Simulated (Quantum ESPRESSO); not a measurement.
## Si3Ge: zone-centre phonons under several settings

```
Si Ge
1.0
     2.71500    0.00000    0.00000
    -1.35750    2.35126    0.00000
     0.00000    0.00000   10.11061
Si Ge
3 1
Direct
  0.00000 0.00000 0.50000
  0.00000 0.00000 0.74356
  0.00000 0.00000 0.25644
  0.00000 0.00000 0.00000
```

The cell was built by a generator and needn't be a form met in nature.

All runs used Quantum ESPRESSO 7.5; potentials GBRV 1.5 PBE; k mesh 11 × 11 × 3; relaxed cell; no spin polarisation; cutoff 612 eV; occupations cold, width 0.2 eV.

| level | volume (Å³/atom) | lowest optical mode without the field (cm⁻¹) | highest optical mode without the field (cm⁻¹) |
| --- | --- | --- | --- |
| PBE | 16.17 | 77 | 360 |
| PBE+D2 | ? | ? | ? |
| PBE+D3(BJ) | 15.47 | 80 | 377 |

What stands in the row left open?

Volume 15.59 Å³/atom; lowest optical mode without the field 92 cm⁻¹; highest optical mode without the field 389 cm⁻¹.

Caveats: the mesh is thin for the phonons of a metal; pairwise dispersion overbinds metals, which lowers pressure and volume (some runs).

For the row left open. Caveat: the mesh is thin for the phonons of a metal; pairwise dispersion overbinds metals, which lowers pressure and volume.
